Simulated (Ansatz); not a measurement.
# BrClH3NOSn: the cost of one run

All numbers below are computed with Ansatz 0.2.0 (RKS CAM-B3LYP-D4/def2-SVP).

## Step 1: The system as given

Bond lengths: N1–Sn2 2.029 Å, Sn2–O3 1.959 Å, Sn2–Cl4 2.292 Å, Sn2–Br5 2.530 Å, N1–H6 1.020 Å, N1–H7 1.095 Å, O3–H8 1.055 Å. Angles: N1–Sn2–O3 108.0°, N1–Sn2–Cl4 111.9°, N1–Sn2–Br5 109.9°, O3–Sn2–Cl4 108.8°, O3–Sn2–Br5 109.9°, Cl4–Sn2–Br5 108.3°, Sn2–N1–H6 110.7°, Sn2–N1–H7 105.9°, H6–N1–H7 102.4°, Sn2–O3–H8 104.2°.

Structure file:

```xyz
8

N    -0.7177    0.8266    1.0529
Sn   -0.1130   -0.3318   -0.4997
O     0.7840   -1.9108    0.2349
Cl   -1.8770   -1.0188   -1.7916
Br    1.4905    0.9638   -1.9660
H     0.0856    1.2145    1.5476
H    -1.1687    1.7174    0.6038
H     1.6085   -1.5179    0.7624
```

## Step 2: Relaxing end A

File input.yaml:

```yaml
crystal:
  periodic: [false, false, false]
  atoms:
    - { symbol: "N", position_ang: [-0.7177, 0.8266, 1.0529] }
    - { symbol: Sn, position_ang: [-0.113, -0.3318, -0.4997] }
    - { symbol: O, position_ang: [0.784, -1.9108, 0.2349] }
    - { symbol: Cl, position_ang: [-1.877, -1.0188, -1.7916] }
    - { symbol: Br, position_ang: [1.4905, 0.9638, -1.966] }
    - { symbol: H, position_ang: [0.0856, 1.2145, 1.5476] }
    - { symbol: H, position_ang: [-1.1687, 1.7174, 0.6038] }
    - { symbol: H, position_ang: [1.6085, -1.5179, 0.7624] }
basis:
  gaussian: { orbitals: def2-SVP }
hamiltonian:
  xc: cam_b3lyp
  dispersion: d4
relax:
  f_tol: 0.015
  max_steps: 40
```

Launch:

```sh
$ ansatz run input.yaml --threads 2 --pin off --max-ram 3072MiB --backend cpu --events-out ev --progress --plain --runs-dir out
```

**Question.** How long does this run take on 2 threads of Arm Neoverse V2, shared host, and how much memory does it need?

About 1.9 min, with a peak of 0.41 GiB.
